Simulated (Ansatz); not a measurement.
# BiBr3 in a box, plane waves

Ansatz 0.2.0, DFT PBE, spin-orbit coupling, plane waves, PAW, molecule in a box. The geometry was relaxed with Gaussian bases (BP86; Bi def2-SVP with ECP60, Br def2-SVP).

```yaml
crystal:
  lattice:
    - [12.54, 0.0, 0.0]
    - [0.0, 13.09, 0.0]
    - [0.0, 0.0, 10.19]
  atoms:
    - { symbol: Bi, position: [0.45292026, 0.49985791, 0.55830128] }
    - { symbol: Br, position: [0.64105423, 0.49985943, 0.44160942] }
    - { symbol: Br, position: [0.35885167, 0.65594041, 0.44160942] }
    - { symbol: Br, position: [0.35885407, 0.34377387, 0.44160942] }
basis:
  ecutwfc: 420
  ecutrho_ratio: 4
kpoints:
  mp_grid: { grid: [1, 1, 1] }
hamiltonian:
  xc: pbe
scf:
  occupations: { method: gaussian, width: 0.01 }
output:
  forces: true
  eigenvalues: true
  populations: true
  write_density: true
  write_potential: true
  elf: true
  volumetric_format: npy
magnetization:
  noncollinear: true
  spin_orbit: true
```

Command:
```sh
ansatz run input.yaml --threads 2 --pin off --max-ram 5120MiB --backend cpu --events-out ev --progress --plain --runs-dir out
```
It took 13 s on 2 threads of Intel(R) Xeon(R) Platinum 8488C (Sapphire Rapids) (shared host), peak memory 2 GiB.

Task: How does the SCF go?

Result: 
```
SCF iter   1: F=—  HF=-20792.182701 eV  |F-HF|=—  |Δ(HF+E_count)|=         —  Δρ=8.20e-3
preconditioner: auto → Resta (q_TF=auto, 1.439 Å⁻¹)  ε∞=1.4  [insulator: Δε(μ)=3.594 eV  Ē_g=6.676 eV  σ=0.010 eV  W_gap=1.00  n_s
spin=Noncollinear: Resta preconditioning applied to the charge; magnetization (m_x, m_y, m_z) channels mix plain (no charge-respon
SCF iter   2: F=—  HF=-20791.260386 eV  |F-HF|=—  |Δ(HF+E_count)|=   9.22e-1  Δρ=4.32e-3
SCF iter   3: F=—  HF=-20791.177547 eV  |F-HF|=—  |Δ(HF+E_count)|=   8.28e-2  Δρ=2.37e-3
SCF iter   4: F=—  HF=-20791.167460 eV  |F-HF|=—  |Δ(HF+E_count)|=   1.01e-2  Δρ=4.01e-4
SCF iter   5: F=—  HF=-20791.168047 eV  |F-HF|=—  |Δ(HF+E_count)|=   5.87e-4  Δρ=7.17e-5
SCF iter   6: F=—  HF=-20791.168168 eV  |F-HF|=—  |Δ(HF+E_count)|=   1.22e-4  Δρ=3.11e-5
SCF iter   7: F=—  HF=-20791.168160 eV  |F-HF|=—  |Δ(HF+E_count)|=   8.13e-6  Δρ=7.55e-6
SCF iter   8: F=-20791.168160 eV  HF=-20791.168160 eV  |F-HF|=4.34e-8  |Δ(HF+E_count)|=   9.45e-8  Δρ=2.68e-6
```

Task: Which levels lie next to the highest filled one (eV, counted from it)?

Result: Filled: -0.50, -0.50, -0.38, -0.38, -0.10, -0.10, -0.03, -0.03, 0.00, 0.00. Empty: 2.88, 2.88, 4.08, 4.08, 4.46, 4.46, 6.21, 6.21.

Task: What forces are left at this geometry, relaxed with Gaussian bases (eV/Å)?

Result: 
```
Bi   0.00  0.00 -0.18
Br  -0.21  0.00  0.06
Br   0.11 -0.19  0.06
Br   0.11  0.19  0.06
```

The highest of the empty levels listed lie near the vacuum level and may be states of the box.

The forces come from the other functional as well as from the basis.
